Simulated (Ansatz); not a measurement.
What does this script print? It uses Ansatz 0.2.0, Python API.

The script, `scan.py`:
```python
# -*- coding: utf-8 -*-
'''Potential curve of CH6NOSi along one bond.'''

import ansatz as az
import numpy as np

molecule = (
    az.Crystal.molecule()
    .atom('C', (-1.3715, -0.0926, -0.387))
    .atom('Si', (0.3469, -0.5516, -0.3101))
    .atom('N', (0.9883, -0.1203, 1.1727))
    .atom('O', (1.4024, 0.304, -1.3438))
    .atom('H', (-1.8394, -0.2709, -1.4032))
    .atom('H', (-1.5431, 1.0402, -0.2168))
    .atom('H', (-1.9966, -0.5799, 0.3456))
    .atom('H', (0.5967, -0.6005, 1.9385))
    .atom('H', (2.0008, -0.3935, 1.2606))
    .atom('H', (1.4987, 1.214, -1.0537))
)

symbols = [site.symbol for site in molecule.cartesian_sites]
start = np.array([site.position_ang for site in molecule.cartesian_sites])
axis = (start[2] - start[1]) / np.linalg.norm(start[2] - start[1])
moving = [2, 7, 8]
lengths, energies = [1.471, 1.538, 1.605, 1.672, 1.739, 1.806, 1.873, 1.973], []
for length in lengths:
    xyz = start.copy()
    xyz[moving] += (length - np.linalg.norm(start[2] - start[1])) * axis
    point = az.Crystal.molecule()
    for symbol, place in zip(symbols, xyz):
        point = point.atom(symbol, place.tolist())
    calculation = point.calculation().basis(gaussian='cc-pVDZ').functional('hf').spin('collinear', total=1)
    rep = calculation.run().report
    energies.append(rep['free_energy_ev'])
    print(f'r = {length:6.3f} A  E = {energies[-1]:.5f} eV  <S^2> = {abs(rep["mean_field"]["state"]["spin_squared"]):.3f}')

# quartic fit about the minimum
fit = np.polynomial.Polynomial.fit(lengths, np.array(energies) - min(energies), 4).convert()
roots = [r.real for r in fit.deriv().roots() if abs(r.imag) < 1e-9 and fit.deriv(2)(r.real) > 0]
r_e = min(roots, key=lambda r: abs(r - lengths[int(np.argmin(energies))]))
print(f'minimum of the fit at {r_e:.4f} A, force constant {fit.deriv(2)(r_e):.2f} eV/A^2')
```

```console
$ python scan.py
r =  1.471 A  E = -12505.49816 eV  <S^2> = 0.753
r =  1.538 A  E = -12506.34952 eV  <S^2> = 0.753
r =  1.605 A  E = -12506.87983 eV  <S^2> = 0.753
r =  1.672 A  E = -12507.17230 eV  <S^2> = 0.753
r =  1.739 A  E = -12507.28899 eV  <S^2> = 0.754
r =  1.806 A  E = -12507.27647 eV  <S^2> = 0.754
r =  1.873 A  E = -12507.16989 eV  <S^2> = 0.754
r =  1.973 A  E = -12506.89196 eV  <S^2> = 0.756
minimum of the fit at 1.7637 A, force constant 24.89 eV/A^2
```

Caveats:
- Total energies depend on the basis set; only differences at equal settings carry meaning.
- The rest of the molecule is held rigid at a force-field or estimated start geometry, and the basis set is modest; single-reference methods fail as a bond breaks.
- The run takes the species as open-shell (spin multiplicity 2), which needn't be its ground state.
- Hartree-Fock leaves correlation out, so bond, atomisation and ionisation energies come out well too low.
- The whole script took 11 s on 1 thread of Arm Neoverse V1, with other jobs on the host, peak memory 0.24 GiB.
